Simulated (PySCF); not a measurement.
# A diatomic session: SnCl−

One table from this session's results is given with a row withheld; the runs are named, their logs left out.

The runs use PySCF 2.14.0; Sn def2-TZVPPD with ECP28, Cl def2-TZVPPD, scalar-relativistic core potentials.

The first run:

A driver script around PySCF takes these settings:

```yaml
atoms: Sn, Cl
charge: -1
basis: Sn def2-TZVPPD with ECP28, Cl def2-TZVPPD
Hamiltonian: scalar-relativistic core potentials
basis_functions: 107
electrons_treated: 40
masses_in_u: 119.9022, 34.9689
levels: PBE0, PBE, r²SCAN, TPSSh, BLYP, M06-L, r²SCAN0, TPSS, LC-ωPBE, HF, MP2, SCS-MP2, CCSD, CCSD(T)
grid: 80 radial by 434 angular points
occupations: held fixed by the projection of orbital angular momentum
dissociation_limit: Sn + Cl−, each in its ground configuration
starting_distance_in_angstrom: 2.420
values_of_2S_to_try: 0, 2
```

On the command line:

```console
$ OMP_NUM_THREADS=2 python dia.py task.json out
```

Steps of the session up to this table: Input; PBE0 along the bond; Excited determinants; PBE (GGA); r²SCAN (meta-GGA); TPSSh (hybrid meta-GGA); BLYP (GGA); M06-L; r²SCAN0 (hybrid meta-GGA); TPSS (meta-GGA); LC-ωPBE (range-separated hybrid); UHF (mean field); Adding correlation.

One of the session's tables, all rows but one given; the rest of the session is left out.

| level | Re (Å) | ωe (cm⁻¹) | De (eV) |
| --- | --- | --- | --- |
| UHF | 2.585 | 225.7 | 1.42 |
| UHF-MP2 | 2.535 | 246.8 | 1.75 |
| UHF-SCS-MP2 | 2.555 | 238.4 | 1.64 |
| UHF-CCSD | 2.546 | 243.5 | 1.68 |
| UHF-CCSD(T) | 2.544 | 245.2 | 1.75 |
| PBE | 2.563 | 237.6 | 1.86 |
| BLYP | ? | ? | ? |
| TPSS | 2.558 | 240.8 | 1.85 |
| r²SCAN | 2.535 | 249.9 | 1.95 |
| M06-L | 2.559 | 236.9 | 1.90 |
| TPSSh | 2.548 | 244.2 | 1.84 |
| PBE0 | 2.537 | 247.3 | 1.84 |
| r²SCAN0 | 2.523 | 254.2 | 1.91 |
| LC-ωPBE | 2.516 | 254.3 | 1.76 |

Estimate the missing values for BLYP.

The run gave: Re (Å): 2.612; ωe (cm⁻¹): 220.2; De (eV): 1.64. In the column «Re (Å)» it is the highest.
